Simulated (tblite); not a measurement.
# BH5O3Si: the cost of one run

Computed with tblite 0.8.0 and PySCF 2.14.0; each step states its level. No surroundings beyond the atoms listed, unless a continuum is named. Atoms count from 0, parts from 1.

## 1. Starting point

10 atoms, charge 0, multiplicity 1; geometry: distance geometry start.

## 2. Geometry optimisation with GFN2-xTB

What the job is given:

```
{"job": {"kind": "relax", "xc": "GFN2-xTB", "basis": "xTB"}, "charge": 0, "multiplicity": 1}
O     -0.459462    -2.650749     1.750002
Si    -0.436668    -1.884054     0.161152
O     -1.583672    -2.695900    -0.908138
O     -0.887823    -0.179581     0.317442
B      1.345219    -2.022752    -0.589043
H     -0.182267    -2.196850     2.576918
H     -2.355358    -2.292372    -1.305517
H     -1.653868     0.243276    -0.115220
H      2.012711    -2.861727    -0.174357
H      1.901357    -1.023823    -0.807513
```

With the program's defaults for keys left out, this is: GFN2-xTB geometry optimisation, gas phase.

The run is started by

```
OMP_NUM_THREADS=1 python cluster_run.py task.json out
```

This one command runs all jobs of the session in turn.

**Question.** How long does this first job take on 1 thread of Arm Neoverse V2, shared host?

About 1.1 s.
